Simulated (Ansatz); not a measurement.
# FZn: the cost of one run

The runs use Ansatz 0.2.0, Gaussian basis; single points in def2-TZVPP.

Correlated methods freeze the cores. The 3s and 3p shells of Cu and Zn are frozen; filled d shells are correlated. Orbitals are unrestricted.

## Step 1: Starting geometry

2 atoms, charge 0, spin multiplicity 2.

Atoms are counted from 1 here; the program's logs count them from 0.

Bond lengths: F1–Zn2 1.867 Å.

Geometry (Å):

```xyz
2
FZn
F    -0.8137    0.2684   -0.4064
Zn    0.7845   -0.2607    0.4003
```

## Step 2: CCSD(T)/def2-TZVPP

run/in.yaml

```yaml
crystal:
  periodic: [false, false, false]
  atoms:
    - {symbol: F, position_ang: [-0.813700, 0.268400, -0.406400]}
    - {symbol: Zn, position_ang: [0.784500, -0.260700, 0.400300]}
basis:
  gaussian: {orbitals: def2-TZVPP}
magnetization: {spin_polarized: true, initial_magnetization: 1}
correlation: {method: ccsd_t, frozen_orbitals: {F: 1, Zn: 9}}
scf: {omitted_lower_state_checks: [cluster_reference]}
output: {forces: true}
```

Launch:

```console
$ ansatz run in.yaml --threads 4 --pin off --events-out ev --progress --plain --max-ram 5222MiB
```

What time and memory should one allow on 4 threads of Intel Xeon Platinum 8259CL at 2.50GHz, shared host?

About 30 s, with a peak of 0.91 GiB.
